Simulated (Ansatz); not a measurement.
# GeH₄Cl (doublet): wB97M-V, B2PLYP, RPA-PBE over a scan of the distance Ge1–H5 along a hydrogen transfer, cc-pVDZ

The task here is to estimate one member of a computed series from the others.

The runs use Ansatz 0.2.0, Gaussian basis; cc-pVDZ, all electrons in the functionals, frozen cores in the correlation of double hybrids and RPA.

The runs, in order: wB97M-V, B2PLYP, RPA-PBE, at 1.534 Å; 1.648 Å; 1.874 Å; 2.101 Å; 2.328 Å.

## What is computed

The geometry derives from fragments relaxed apart (PBE0/def2-TZVP) and kept rigid, so it is no stationary point. A hydrogen atom is moved between rigid fragments. No spin-orbit coupling is included. The filled d shell of Ge may be among the frozen orbitals whatever the setting's name suggests; the logs give the count.

6 atoms, charge 0, spin multiplicity 2.

Atoms are counted from 1 here; the program's logs count them from 0.

Bond lengths: Ge1–H2 1.534 Å, Ge1–H3 1.534 Å, Ge1–H4 1.534 Å, Ge1–H5 1.534 Å. Angles: H2–Ge1–H3 109.5°, H2–Ge1–H4 109.5°, H2–Ge1–H5 109.5°, H3–Ge1–H4 109.5°, H3–Ge1–H5 109.5°, H4–Ge1–H5 109.5°.

No dispersion term is added; wB97M-V holds VV10 nonlocal correlation.

The geometry shown and the zero of energy belong to the point 1.534 Å. The yardstick, UCCSDT(Q), and other wave-function levels (R restricted, U unrestricted, valence and pair active spaces) come from earlier runs.

Set-up of the first run:

The input, in.yaml:

```yaml
crystal:
  periodic: [false, false, false]
  atoms:
    - {symbol: Ge, position_ang: [-1.162956, 0.000000, 0.000000]}
    - {symbol: H, position_ang: [-1.674406, 1.446599, 0.000000]}
    - {symbol: H, position_ang: [-1.674406, -0.723300, 1.252792]}
    - {symbol: H, position_ang: [-1.674406, -0.723299, -1.252792]}
    - {symbol: H, position_ang: [0.371394, 0.000000, 0.000000]}
    - {symbol: Cl, position_ang: [2.515044, 0.000000, 0.000000]}
basis:
  gaussian: {orbitals: cc-pVDZ}
magnetization: {spin_polarized: true, initial_magnetization: 1}
hamiltonian: {xc: {name: wB97M-V}}
output: {orbitals: {seedname: orbitals}}
```

On the command line:

```bash
$ ansatz run in.yaml --threads 1 --pin off --events-out ev --progress --plain --max-ram 4096MiB --backend cpu
```

Among the steps run: wB97M-V, 1.534 Å; wB97M-V, 1.648 Å; wB97M-V, 1.874 Å; wB97M-V, 2.101 Å; wB97M-V, 2.328 Å; B2PLYP, 1.534 Å; B2PLYP, 1.648 Å; B2PLYP, 1.874 Å; B2PLYP, 2.101 Å; B2PLYP, 2.328 Å; RPA-PBE, 1.534 Å; RPA-PBE, 1.648 Å; RPA-PBE, 1.874 Å; RPA-PBE, 2.101 Å; RPA-PBE, 2.328 Å.

One table of the session follows, with a row left open; its other results are not shown here.

```
    level  1.648 Å  1.874 Å  2.101 Å  2.328 Å
UCCSDT(Q)        ?        ?        ?        ?
  wB97M-V      0.5     11.6    -13.7    -55.5
   B2PLYP      0.2     12.7     -7.9    -47.0
  RPA-PBE      2.1     19.8      3.6    -36.9
```

**Question.** Estimate the row for UCCSDT(Q).

The run gave: 1.648 Å: 3.8; 1.874 Å: 22.2; 2.101 Å: -0.3; 2.328 Å: -46.5. In the column «1.648 Å» it is the highest.

Limits of these values: Energies in kJ/mol, counted from 1.534 Å; blanks weren't run or aren't comparable.
